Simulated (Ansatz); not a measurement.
# Nudged elastic band run: W$_{8}$C$_{8}$F

Input:

```yaml
crystal:
  lattice:
    - [5.7877, 0.0, 0.0]
    - [-2.89385, 5.012295, 0.0]
    - [0.0, 0.0, 17.24485]
  atoms:
    - { symbol: W, position: [0.0, 0.0, 0.0579883] }
    - { symbol: C, position: [0.33343688, 0.16691737, 0.13376052] }
    - { symbol: W, position: [0.00108617, -0.00048895, 0.22205077] }
    - { symbol: C, position: [0.33180611, 0.16372605, 0.28678009] }
    - { symbol: W, position: [0.0, 0.5, 0.0579883] }
    - { symbol: C, position: [0.33349706, 0.6667812, 0.13373975] }
    - { symbol: W, position: [0.00113405, 0.50236937, 0.22199698] }
    - { symbol: C, position: [0.33178374, 0.66889595, 0.28675598] }
    - { symbol: W, position: [0.5, 0.0, 0.0579883] }
    - { symbol: C, position: [0.83340678, 0.16685454, 0.13548587] }
    - { symbol: W, position: [0.49831076, -0.00049832, 0.22204261] }
    - { symbol: C, position: [0.83366865, 0.16754582, 0.29486587] }
    - { symbol: W, position: [0.5, 0.5, 0.0579883] }
    - { symbol: C, position: [0.83326034, 0.6667939, 0.13374396] }
    - { symbol: W, position: [0.50015542, 0.50040587, 0.22257364] }
    - { symbol: C, position: [0.83698887, 0.66889575, 0.28675939] }
    - { symbol: F, position: [-0.1658955, 0.16872303, 0.37150001] }
basis:
  ecutwfc: 420.0
kpoints:
  mp_grid: { grid: [4, 4, 1] }
hamiltonian:
  xc: pbesol
  pseudopotentials: { kind: paw, azcp: { folder: soft_1 } }
scf:
  occupations: { method: gaussian, width: 0.15 }
  lower_state_search: "off"
neb:
  images: 5
  f_tol: 0.03
  initial_path: idpp
  max_iterations: 41
  spring: 1.0
  constraints: [{ sites: [0, 4, 8, 12] }]
  final_atoms:
    - { symbol: W, position: [0.0, 0.0, 0.0579883] }
    - { symbol: C, position: [0.33349707, 0.16678122, 0.13373975] }
    - { symbol: W, position: [0.00113406, 0.00236939, 0.22199698] }
    - { symbol: C, position: [0.33178375, 0.16889597, 0.28675598] }
    - { symbol: W, position: [0.0, 0.5, 0.0579883] }
    - { symbol: C, position: [0.33343689, 0.66691739, 0.13376052] }
    - { symbol: W, position: [0.00108618, 0.49951107, 0.22205077] }
    - { symbol: C, position: [0.33180612, 0.66372607, 0.28678009] }
    - { symbol: W, position: [0.5, 0.0, 0.0579883] }
    - { symbol: C, position: [0.83326035, 0.16679392, 0.13374396] }
    - { symbol: W, position: [0.50015543, 0.00040589, 0.22257364] }
    - { symbol: C, position: [0.83698888, 0.16889577, 0.28675939] }
    - { symbol: W, position: [0.5, 0.5, 0.0579883] }
    - { symbol: C, position: [0.83340679, 0.66685456, 0.13548587] }
    - { symbol: W, position: [0.49831077, 0.4995017, 0.22204261] }
    - { symbol: C, position: [0.83366866, 0.66754584, 0.29486587] }
    - { symbol: F, position: [-0.16589549, 0.66872305, 0.37150001] }
  order_check: true
```

Run as:

```bash
$ ansatz run input.yaml --threads 4 --pin off --max-ram 10240MiB --backend cpu --events-out ev --progress --plain --runs-dir out
```

Output, in part (warnings, iteration lines):

```
NEB end point (image 0): max|allowed force component| = 1.613e-2 eV/Å (the criterion of neb.relax_end_points is 1.000e-2)
NEB end point (image 6): max|allowed force component| = 1.616e-2 eV/Å (the criterion of neb.relax_end_points is 1.000e-2)
NEB iter   1: max|band force component| = 3.377e0 eV/Å  barrier→ = 3.1646 eV  barrier← = 3.1646 eV  Δτ_max = 0.2000 Å  (82 SCF iters)
NEB iter   2: max|band force component| = 3.783e0 eV/Å  barrier→ = 2.7762 eV  barrier← = 2.7762 eV  Δτ_max = 0.1016 Å  (44 SCF iters)
NEB iter   3: max|band force component| = 1.777e0 eV/Å  barrier→ = 2.6643 eV  barrier← = 2.6643 eV  Δτ_max = 0.1014 Å  (41 SCF iters)
NEB iter   4: max|band force component| = 6.314e-1 eV/Å  barrier→ = 2.5856 eV  barrier← = 2.5856 eV  Δτ_max = 0.1011 Å  (41 SCF iters)
NEB iter   5: max|band force component| = 2.922e-1 eV/Å  barrier→ = 2.5617 eV  barrier← = 2.5617 eV  CI = image 3  Δτ_max = 0.0255 Å  (36 SCF iters)
NEB iter   6: max|band force component| = 1.708e-1 eV/Å  barrier→ = 2.5591 eV  barrier← = 2.5591 eV  CI = image 3  Δτ_max = 0.0509 Å  (32 SCF iters)
NEB iter   7: max|band force component| = 1.493e-1 eV/Å  barrier→ = 2.5541 eV  barrier← = 2.5541 eV  CI = image 3  Δτ_max = 0.0261 Å  (32 SCF iters)
NEB iter   8: max|band force component| = 5.374e-2 eV/Å  barrier→ = 2.5527 eV  barrier← = 2.5527 eV  CI = image 3  Δτ_max = 0.0041 Å  (32 SCF iters)
NEB iter   9: max|band force component| = 1.204e-2 eV/Å  barrier→ = 2.5524 eV  barrier← = 2.5524 eV  CI = image 3  CI's point: of a kind that is not told: the force calls were inconclusive, a negative curvature could not be distinguished from the path's own, the only one lies far off the path, or fixed occupations may fill a level only in part  Δτ_max = 0.0000 Å  (308 SCF iters)
```

The run converged. Neighbouring images differ by up to 1.5 eV, so the band resolves the path poorly. By the program's own check the climbing image is of a kind that is not told: the force calls were inconclusive, a negative curvature could not be distinguished from the path's own, the only one lies far off the path, or fixed occupations may fill a level only in part (lowest curvatures found: -17.72 and 1.45 eV/Å²). Limits of this set-up: coarse k mesh, thin slab, slab without dipole correction, odd electron count without spin, PAW files made for another functional.

Final band (atoms are numbered from 1 in the order of the input):

```tsv
image	path coordinate (Å)	energy (eV)	C12–F17 (Å)	C16–F17 (Å)
0	0.00	0.00	1.32	3.24
1	0.52	0.23	1.33	2.85
2	1.03	1.11	1.41	2.35
3	1.55	2.55	1.86	1.86
4	2.08	1.09	2.36	1.40
5	2.60	0.21	2.86	1.33
6	3.13	0.00	3.24	1.32
```

The run took 13 min on 4 threads of Intel(R) Xeon(R) Platinum 8259CL CPU @ 2.50GHz (Skylake/Cascade Lake), on a shared host, peak memory 2.9 GiB.
